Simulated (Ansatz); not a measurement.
**CH6FNSi: a nudged elastic band in two tries**

Aim: a band of images between two relaxed ends for this system.

Method: RKS PBE-D4/cc-pVDZ, in Ansatz 0.2.0.

## Step 1: Starting point

Bond lengths: Si1–F2 1.676 Å, Si1–H3 1.505 Å, Si1–N4 1.744 Å, N4–H5 1.026 Å, N4–H6 1.026 Å, Si1–C7 1.876 Å, C7–H8 1.109 Å, C7–H9 1.108 Å, C7–H10 1.108 Å. Angles (14 of 15 angles, heavy atoms first): F2–Si1–N4 113.6°, F2–Si1–C7 106.9°, N4–Si1–C7 109.5°, F2–Si1–H3 105.7°, H3–Si1–N4 106.9°, H3–Si1–C7 114.4°, Si1–N4–H5 116.6°, Si1–N4–H6 116.5°, Si1–C7–H8 110.8°, Si1–C7–H9 110.6°, Si1–C7–H10 110.6°, H5–N4–H6 108.6°, H8–C7–H9 108.4°, H8–C7–H10 107.8°.

As a file:

```xyz
10

Si    0.1480    0.0317   -0.1064
F     0.4427   -0.0740    1.5406
H     1.4986    0.1811   -0.7531
N    -0.7890    1.4313   -0.5595
H    -1.7567    1.4667   -0.2198
H    -0.3524    2.3459   -0.3997
C    -0.7774   -1.5247   -0.5959
H    -1.7706   -1.5634   -0.1030
H    -0.9308   -1.5573   -1.6930
H    -0.2121   -2.4277   -0.2909
```

## Step 2: First try

Contents of input.yaml:

```yaml
crystal:
  periodic: [false, false, false]
  atoms:
    - { symbol: Si, position_ang: [0.14797, 0.031657, -0.106367] }
    - { symbol: F, position_ang: [0.442719, -0.073961, 1.540559] }
    - { symbol: H, position_ang: [1.498583, 0.181061, -0.753121] }
    - { symbol: "N", position_ang: [-0.789022, 1.431254, -0.559483] }
    - { symbol: H, position_ang: [-1.756745, 1.466701, -0.219752] }
    - { symbol: H, position_ang: [-0.352357, 2.345885, -0.399742] }
    - { symbol: C, position_ang: [-0.7774, -1.524712, -0.595876] }
    - { symbol: H, position_ang: [-1.770561, -1.563377, -0.103015] }
    - { symbol: H, position_ang: [-0.930815, -1.557298, -1.692978] }
    - { symbol: H, position_ang: [-0.212072, -2.427713, -0.290926] }
basis:
  gaussian: { orbitals: cc-pVDZ }
hamiltonian:
  xc: pbe
  dispersion: d4
neb:
  order_check: false
  images: 0
  f_tol: 0.05
  max_iterations: 8
  spring: 20.0
  final_atoms:
    - { symbol: Si, position_ang: [0.26685363, 0.11586178, -0.74986464] }
    - { symbol: F, position_ang: [1.35135697, -0.23347339, 1.69865936] }
    - { symbol: H, position_ang: [1.68298818, 0.04995365, 0.83551015] }
    - { symbol: "N", position_ang: [-0.92673951, 1.37949619, -0.71859069] }
    - { symbol: H, position_ang: [-1.94469352, 1.25473303, -0.67522155] }
    - { symbol: H, position_ang: [-0.66465, 2.36866149, -0.69608314] }
    - { symbol: C, position_ang: [-0.88728209, -1.42045608, -0.73205373] }
    - { symbol: H, position_ang: [-1.38617201, -1.4931764, 0.25907532] }
    - { symbol: H, position_ang: [-1.6760089, -1.35563746, -1.51206301] }
    - { symbol: H, position_ang: [-0.31535275, -2.35646581, -0.89006906] }
  initial_path:
    images:
      - { positions_ang: [[0.14797, 0.031657, -0.106367], [0.442719, -0.073961, 1.540559], [1.498583, 0.181061, -0.753121], [-0.789022, 1.431254, -0.559483], [-1.756745, 1.466701, -0.219752], [-0.352357, 2.345885, -0.399742], [-0.7774, -1.524712, -0.595876], [-1.770561, -1.563377, -0.103015], [-0.930815, -1.557298, -1.692978], [-0.212072, -2.427713, -0.290926]] }
      - { positions_ang: [[0.11234301, 0.02327763, -0.08149148], [0.58984195, -0.05830238, 1.52040974], [1.531591, 0.13499475, -0.48191712], [-0.80757683, 1.44512583, -0.56647715], [-1.78959779, 1.45823602, -0.37791882], [-0.35042527, 2.36148428, -0.4650151], [-0.80437679, -1.52455653, -0.6029933], [-1.67029088, -1.68304992, -0.01985352], [-1.11281757, -1.4746668, -1.61044179], [-0.19839082, -2.37304588, -0.49500245]] }
      - { positions_ang: [[0.07671601, 0.01489825, -0.05661596], [0.7369649, -0.04264375, 1.50026047], [1.564599, 0.0889285, -0.21071323], [-0.82613166, 1.45899766, -0.5734713], [-1.82245059, 1.44977105, -0.53608565], [-0.34849353, 2.37708357, -0.53028821], [-0.83135358, -1.52440107, -0.61011061], [-1.57002076, -1.80272283, 0.06330796], [-1.29482014, -1.3920356, -1.52790558], [-0.18470965, -2.31837877, -0.6990789]] }
      - { positions_ang: [[0.04108902, 0.00651888, -0.03174044], [0.88408785, -0.02698513, 1.48011121], [1.597607, 0.04286224, 0.06049065], [-0.84468649, 1.47286949, -0.58046545], [-1.85530338, 1.44130607, -0.69425247], [-0.3465618, 2.39268285, -0.59556131], [-0.85833036, -1.5242456, -0.61722791], [-1.46975064, -1.92239575, 0.14646944], [-1.47682272, -1.3094044, -1.44536937], [-0.17102847, -2.26371165, -0.90315536]] }
      - { positions_ang: [[0.00546202, -0.00186049, -0.00686491], [1.0312108, -0.0113265, 1.45996195], [1.630615, -0.00320401, 0.33169453], [-0.86324133, 1.48674132, -0.5874596], [-1.88815617, 1.4328411, -0.85241929], [-0.34463006, 2.40828214, -0.66083442], [-0.88530715, -1.52409014, -0.62434521], [-1.36948053, -2.04206866, 0.22963092], [-1.65882529, -1.22677321, -1.36283316], [-0.1573473, -2.20904454, -1.10723181]] }
      - { positions_ang: [[0.07080993, 0.02757007, -0.19261484], [1.11124734, -0.06686323, 1.5196363], [1.6437083, 0.01008541, 0.45764844], [-0.87911587, 1.45993004, -0.62024237], [-1.90229051, 1.38831408, -0.80811986], [-0.42463505, 2.39837697, -0.6696466], [-0.88580089, -1.49818162, -0.65127234], [-1.3736534, -1.9048456, 0.23699202], [-1.66312119, -1.25898927, -1.40014062], [-0.19684866, -2.24589986, -1.05294112]] }
      - { positions_ang: [[0.13615783, 0.05700064, -0.37836478], [1.19128388, -0.12239995, 1.57931065], [1.65680159, 0.02337482, 0.58360234], [-0.89499042, 1.43311875, -0.65302515], [-1.91642485, 1.34378706, -0.76382042], [-0.50464003, 2.38847181, -0.67845878], [-0.88629462, -1.47227311, -0.67819947], [-1.37782627, -1.76762253, 0.24435312], [-1.66741709, -1.29120533, -1.43744808], [-0.23635002, -2.28275517, -0.99865044]] }
      - { positions_ang: [[0.20150573, 0.08643121, -0.56411471], [1.27132042, -0.17793667, 1.63898501], [1.66989489, 0.03666424, 0.70955624], [-0.91086496, 1.40630747, -0.68580792], [-1.93055918, 1.29926004, -0.71952099], [-0.58464501, 2.37856665, -0.68727096], [-0.88678836, -1.44636459, -0.7051266], [-1.38199914, -1.63039946, 0.25171422], [-1.67171299, -1.3234214, -1.47475555], [-0.27585139, -2.31961049, -0.94435975]] }
      - { positions_ang: [[0.26685363, 0.11586178, -0.74986464], [1.35135697, -0.23347339, 1.69865936], [1.68298818, 0.04995365, 0.83551015], [-0.92673951, 1.37949619, -0.71859069], [-1.94469352, 1.25473303, -0.67522155], [-0.66465, 2.36866149, -0.69608314], [-0.88728209, -1.42045608, -0.73205373], [-1.38617201, -1.4931764, 0.25907532], [-1.6760089, -1.35563746, -1.51206301], [-0.31535275, -2.35646581, -0.89006906]] }
```

Command:

```sh
$ ansatz run input.yaml --threads 2 --pin off --max-ram 3072MiB --backend cpu --events-out ev --progress --plain --runs-dir out
```

Q: Predict the outcome of this session. Wanted: first try.

**Answer**, as computed:

```
 quantity                             value
first try                           refused
    cause  the band is given no inner image
```

In words: The fault in the first input was caught at the input check and cost nothing.
